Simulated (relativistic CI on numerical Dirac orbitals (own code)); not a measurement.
**V XII (V¹¹⁺): levels and lines**

Aim: the low levels of V¹¹⁺, their labels and the strongest lines; further runs change one setting each.

Program: relativistic CI on numerical Dirac orbitals (own code) version 2. Level of theory: Dirac-Coulomb-Breit CI, KLI orbitals optimised for each configuration, model QED (radiative potential, 1s self-energy scaled to tabulated hydrogen-like ionisation energies). These are calculated values, not measurements, unless marked.

## (1) The atom as given

| Quantity | Value |
| --- | --- |
| ion | V¹¹⁺ (V XII) |
| nuclear charge | 23 |
| electrons | 12 |
| isotope | A = 51 |
| first configuration typed | [Ne] 3s2 |

The outer shells:

first configuration typed
```
[Ne] core
3s [↑↓]
```

## (2) The main run

Settings of the run:

```ini
atom V  Z=23  charge=11  electrons=12
nucleus A=51  rms_radius_fm=3.6002
hamiltonian dirac-coulomb  breit=on  qed=on  c_scale=1
orbitals kli  potential=per-configuration
slater_scale 1
correlation none
mixing on
configurations
  [Ne] 3s2
  [Ne] 3s 3p
  [Ne] 3p2
  [Ne] 3s 3d
  [Ne] 3d2
  [Ne] 3p 3d
  [Ne] 3p 4s
  [Ne] 3s 4s
  [Ne] 3s 4p
  [Ne] 3d 4s
  [Ne] 3s 4d
  [Ne] 3s 4f
  [Ne] 3s 5s
  [Ne] 3s 5p
  [Ne] 3s 5d
  [Ne] 4s2
  [Ne] 3s 5f
  [Ne] 3s 5g
  [Ne] 3s 6s
  [Ne] 3s 6p
  [Ne] 3s 6d
end
```

## (3) Correlation estimate p86

The settings differ from step 2 so:

```diff
@@ -5,3 +5,3 @@
 slater_scale 1
-correlation none
+correlation p86
 mixing on
```

## (4) Without the Breit term

The settings differ from step 3 so:

```diff
@@ -2,6 +2,6 @@
 nucleus A=51  rms_radius_fm=3.6002
-hamiltonian dirac-coulomb  breit=on  qed=on  c_scale=1
+hamiltonian dirac-coulomb  breit=off  qed=on  c_scale=1
 orbitals kli  potential=per-configuration
 slater_scale 1
-correlation p86
+correlation none
 mixing on
```

## (5) One common potential

The settings differ from step 4 so:

```diff
@@ -2,4 +2,4 @@
 nucleus A=51  rms_radius_fm=3.6002
-hamiltonian dirac-coulomb  breit=off  qed=on  c_scale=1
-orbitals kli  potential=per-configuration
+hamiltonian dirac-coulomb  breit=on  qed=on  c_scale=1
+orbitals kli  potential=mean
 slater_scale 1
```

(Steps that only read results are left out.)

**Question.** What will these runs give? Wanted: lowest level; first excitation; lowest level of the other parity; fastest E1 line; ionisation energy.

The runs gave:

| run | time | mean size of shift, levels followed (cm⁻¹) | lowest level | ionisation energy (eV) |
| --- | --- | --- | --- | --- |
| main run | 0.63 s | 0 | 3s2 1S0 | 305.49 |
| correlation estimate p86 | 0.63 s | 1246 | 3s2 1S0 | 306.53 |
| without the Breit term | 0.42 s | 239 | 3s2 1S0 | 305.56 |
| one common potential | 0.36 s | 127 | 3s2 1S0 | - |

The semi-empirical ionisation energy (NIST) is 308.5 eV.

```
                                                                      quantity                      value
                                                                  lowest level                    3s2 1S0
                                                              first excitation    3s 3p 3P°0, 186990 cm⁻¹
                                              lowest level of the other parity    3s 3p 3P°0, 186990 cm⁻¹
                                                           levels in the model                         86
fastest E1 line (by rate) to the lowest level among the lowest 85 of 86 levels  7.626 nm, from 3s 4p 1P°1
                                                             ionisation energy                  305.49 eV
                                      ionisation energy, semi-empirical (NIST)                   308.5 eV
```

The lowest level is 3s2 1S0, 97 % pure in LS and 97 % in jj coupling; over the low levels the means are 94 and 83 %, so LS coupling describes them better. The ionisation energy from the two ground configurations alone is 0.98 % below the semi-empirical value. Of the changes tried, the run «correlation estimate p86» moves the low levels most, by 1246 cm⁻¹ on average. Lifetimes count radiative decay inside the model alone.
